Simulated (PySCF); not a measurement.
**A diatomic session: TlAs+**

One table from this session's results is given with a row withheld; the runs are named, their logs left out.

Computed with PySCF 2.14.0. Level: Tl cc-pVDZ-PP with ECP60, As cc-pVDZ-PP with ECP10, scalar-relativistic core potentials.

The first run:

A driver script around PySCF takes these settings:

| Item | Value |
| --- | --- |
| atoms | Tl, As |
| charge | 1 |
| basis | Tl cc-pVDZ-PP with ECP60, As cc-pVDZ-PP with ECP10 |
| Hamiltonian | scalar-relativistic core potentials |
| basis functions | 46 |
| electrons treated | 43 |
| masses in u | 204.9744, 74.9216 |
| levels | PBE0, PBE, r²SCAN, B3LYP, M06, revPBE, HF, MP2, SCS-MP2, CCSD, CCSD(T) |
| grid | 80 radial by 434 angular points |
| occupations | held fixed by the projection of orbital angular momentum |
| dissociation limit | Tl+ + As, each in its ground configuration |
| starting distance in angstrom | 2.705 |
| values of 2S to try | 1, 3 |

Run with:

```bash
> OMP_NUM_THREADS=1 python dia.py task.json out
```

Among the steps run: Input; The PBE0 curve of the state that the search chose; Other states along the same grid; PBE (GGA); r²SCAN (meta-GGA); B3LYP (global hybrid GGA); M06 (hybrid meta-GGA); revPBE (GGA); UHF (mean field); MP2 and coupled cluster.

One table of the session follows, with a row left open; its other results are not shown here.

Energy (eV) from each level's lowest point:

| R (Å) | UHF | UHF-MP2 | UHF-SCS-MP2 | UHF-CCSD | UHF-CCSD(T) |
| --- | --- | --- | --- | --- | --- |
| 2.749 | 0.479 | 0.287 | 0.337 | n/a | n/a |
| 2.877 | 0.301 | 0.152 | 0.189 | 0.176 | 0.158 |
| 3.005 | 0.182 | 0.071 | 0.097 | 0.087 | 0.074 |
| 3.101 | 0.120 | 0.034 | 0.053 | 0.046 | 0.037 |
| 3.197 | 0.076 | 0.013 | 0.025 | 0.020 | 0.014 |
| 3.293 | 0.045 | 0.002 | 0.009 | 0.006 | 0.003 |
| 3.421 | ? | ? | ? | ? | ? |
| 3.581 | 0.003 | 0.010 | 0.003 | 0.006 | 0.009 |
| 3.772 | 0.000 | 0.031 | 0.017 | 0.023 | 0.029 |
| 4.028 | 0.009 | 0.064 | 0.044 | n/a | n/a |

Estimate the missing values for R (Å) = 3.421.

Worked estimate for «UHF». A straight line through the neighbours (3.293, 0.045) and (3.581, 0.003) gives 0.045 + (0.003 − 0.045) × (3.421 − 3.293) / (3.581 − 3.293) = 0.026; a parabola fitted to 4 rows on both sides gives 0.020.

The run gave: UHF: 0.019; UHF-MP2: 0.000; UHF-SCS-MP2: 0.000; UHF-CCSD: 0.000; UHF-CCSD(T): 0.000. In «UHF» the line misses by +0.007 and the parabola by +0.001.
